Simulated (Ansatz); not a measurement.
# Ge (ordered beta-tin type): the cost of one run

Computed with Ansatz 0.2.0 (DFT r2SCAN, scalar-relativistic, plane waves, PAW, unless a step's input says otherwise).

## Step 1: The system as given

It takes space group I4_1/amd (No. 141, tetragonal). The conventional cell has a = 4.950 Å, b = 4.950 Å, c = 2.720 Å, α = 90.00°, β = 90.00°, γ = 90.00°. Around Ge (site symmetry -4m2) lie 6 Ge at 2.57 to 2.72 Å.

Coordinates:

```xyz
2
Lattice="-2.4750 2.4750 1.3600 2.4750 -2.4750 1.3600 2.4750 2.4750 -1.3600" Properties=species:S:1:pos:R:3 pbc="T T T"
Ge    0.0000    0.0000    0.0000
Ge    0.0000    2.4750    0.6800
```

## Step 2: Cell and atoms relaxed at 8 GPa

Input file input.yaml:

```yaml
crystal:
  lattice:
    - [-2.475, 2.475, 1.36]
    - [2.475, -2.475, 1.36]
    - [2.475, 2.475, -1.36]
  atoms:
    - { symbol: Ge, position: [0.0, 0.0, 0.0] }
    - { symbol: Ge, position: [0.75, 0.25, 0.5] }
scf:
  occupations: { method: gaussian, width: 0.05 }
output:
  forces: true
  stress: true
  eigenvalues: true
  write_density: true
  write_potential: true
  elf: true
  volumetric_format: npy
hamiltonian:
  xc: r2scan
basis:
  ecutwfc: 450
kpoints:
  mp_grid: { grid: [20, 20, 20] }
relax:
  f_tol: 0.003
  max_steps: 60
  cell: { stress_tol: 0.02, p_target: 8 }
```

Command:

```
$ ansatz run input.yaml --threads 1 --pin off --max-ram 2867MiB --backend cpu --events-out ev --progress --plain --runs-dir out
```

Q: Estimate wall time and peak memory on 1 thread of Intel Xeon at 2.30GHz, shared host.

About 3.3 min, with a peak of 0.75 GiB.
